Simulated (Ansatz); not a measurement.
# C2H5FSi (SMILES F/C=C/[SiH3]) at RPA@PBE/cc-pVDZ

Aim: the vertical singlet–triplet gap of C2H5FSi at RPA@PBE/cc-pVDZ, from 2 runs. 

The results are computed with Ansatz 0.2.0.

91 further runs of the same task are left out: 91 set aside as unsound or not needed.

## (1) The system as given

The species is C2H5FSi (9 atoms), meant as a singlet with charge 0. As SMILES, `F/C=C/[SiH3]`. The coordinates come from a PBE0-D4/def2-TZVP relaxation.

Bond lengths: F1–C2 1.336 Å, C2–C3 1.322 Å, C3–Si4 1.852 Å, C2–H5 1.086 Å, C3–H6 1.087 Å, Si4–H7 1.487 Å, Si4–H8 1.487 Å, Si4–H9 1.487 Å. Some angles: F1–C2–C3 122.8°, C2–C3–Si4 121.1°, F1–C2–H5 111.4°, C3–C2–H5 125.9°, C2–C3–H6 117.6°, Si4–C3–H6 121.3°, C3–Si4–H7 110.8°, C3–Si4–H8 110.8°, C3–Si4–H9 108.6°, H7–Si4–H8 107.9°.

## (2) A single-point energy at RPA@PBE/cc-pVDZ

run.yaml reads:

```yaml
crystal:
  periodic: [false, false, false]
  atoms:
    - symbol: F
      position_ang: [-1.259900, 2.360900, 0.506400]
    - symbol: C
      position_ang: [-0.578300, 1.355000, -0.048000]
    - symbol: C
      position_ang: [-0.336700, 0.219900, 0.584900]
    - symbol: Si
      position_ang: [0.614100, -1.145000, -0.228900]
    - symbol: H
      position_ang: [-0.264200, 1.599600, -1.058100]
    - symbol: H
      position_ang: [-0.716100, 0.118100, 1.598600]
    - symbol: H
      position_ang: [1.843700, -1.465600, 0.542800]
    - symbol: H
      position_ang: [-0.206700, -2.381600, -0.316300]
    - symbol: H
      position_ang: [0.992500, -0.707600, -1.598500]
basis:
  gaussian: {orbitals: cc-pVDZ}
hamiltonian: {xc: pbe}
accuracy: high
correlation: {method: rpa, frozen_orbitals: {C: 1, F: 1, H: 0, Si: 5}}
```

Started as:

```bash
$ ansatz run run.yaml --threads 1 --pin off --max-ram 3480MiB --events-out events.jsonl --progress --plain --runs-dir runs
```

The log of the run:

```text
Warning: RAYON_NUM_THREADS=1 ignored (pool sized by the plan → 1); use --threads N
Functional definition: PBE
  name "PBE"
  parameter kappa = 0.804
  parameter beta = 0.06672455060314922
  exchange = pbe_x(kappa = kappa, mu = beta*pi^2/3)
  correlation = pbe_c(beta = beta)
1988 factors; integrals over basis functions are off by at most 3.8e-9 eV
mean field evaluation 1: about -12733.3320 eV, gradient 4.8e1 eV
mean field evaluation 2: about -12733.3243 eV, gradient 4.8e1 eV
mean field evaluation 4: about -12738.2917 eV, gradient 2.1e1 eV
mean field evaluation 8: about -12739.3702 eV, gradient 7.3e-1 eV
mean field evaluation 16: about -12739.3706 eV, gradient 9.3e-5 eV
mean field -12739.37056101 eV, -468.1632330616 hartree, gradient 6.0e-9 eV, S^2 0.000000; 0 other end points of the search recorded, 0 dependent functions left out
8 core orbitals not correlated: weight in the atoms' cores, before any rotation towards them, 1.000 or more for the frozen orbitals, at most 0.000 for the correlated occupied ones
reference -12706.44556618 eV, -466.9532618189 hartree; 12, 12 occupied and 65, 65 virtual orbitals, 1988 factors
Total energy: -12731.20128468 eV, -467.8630176940 hartree
```

Run time: 11 s. Hardware: 1 thread of Arm Neoverse V2, shared host; peak memory 0.31 GiB.

## (3) The triplet

input.yaml reads:

```yaml
crystal:
  periodic: [false, false, false]
  atoms:
    - {symbol: F, position_ang: [-1.259900, 2.360900, 0.506400]}
    - {symbol: C, position_ang: [-0.578300, 1.355000, -0.048000]}
    - {symbol: C, position_ang: [-0.336700, 0.219900, 0.584900]}
    - {symbol: Si, position_ang: [0.614100, -1.145000, -0.228900]}
    - {symbol: H, position_ang: [-0.264200, 1.599600, -1.058100]}
    - {symbol: H, position_ang: [-0.716100, 0.118100, 1.598600]}
    - {symbol: H, position_ang: [1.843700, -1.465600, 0.542800]}
    - {symbol: H, position_ang: [-0.206700, -2.381600, -0.316300]}
    - {symbol: H, position_ang: [0.992500, -0.707600, -1.598500]}
basis:
  gaussian:
    orbitals: cc-pVDZ
magnetization:
  spin_polarized: true
  initial_magnetization: 2
hamiltonian:
  xc: pbe
correlation:
  method: rpa
  frozen_orbitals: {C: 1, F: 1, H: 0, Si: 5}
accuracy: high
```

Started as:

```bash
$ ansatz run input.yaml --threads 1 --pin off --max-ram 3480MiB --events-out events.jsonl --progress --plain --runs-dir runs
```

The log of the run, cut to the lines that bear on the results:

```text
Warning: RAYON_NUM_THREADS=1 ignored (pool sized by the plan → 1); use --threads N
Functional definition: PBE
  name "PBE"
[...]
1988 factors; integrals over basis functions are off by at most 3.8e-9 eV
[...]
mean field -12734.87187943 eV, -467.9979095627 hartree, gradient 9.1e-8 eV, S^2 2.005336; 0 other end points of the search recorded, 0 dependent functions left out
8 core orbitals not correlated: weight in the atoms' cores, before any rotation towards them, 1.000 or more for the frozen orbitals, at most 0.000 for the correlated occupied ones
reference -12702.60601526 eV, -466.8121609253 hartree; 13, 11 occupied and 64, 66 virtual orbitals, 1988 factors
Total energy: -12726.47650015 eV, -467.6893850648 hartree
```

Run time: 17 s. Hardware: 1 thread of Arm Neoverse V2, shared host; peak memory 0.41 GiB.

## (4) Outcome

At RPA@PBE/cc-pVDZ, 8 core orbitals frozen:

| quantity | value |
| --- | --- |
| singlet: total energy | -467.86302 Eh |
| singlet: RPA correlation energy (valence) | -909.8 mEh |
| triplet: total energy | -467.68939 Eh |
| triplet: RPA correlation energy (valence) | -877.2 mEh |
| triplet: ⟨S²⟩ of the reference determinant | 2.005 |
| vertical energy of the triplet above the singlet | 4.725 eV |

**Reading.** At this shape the triplet lies 4.72 eV (109 kcal/mol) above the singlet.
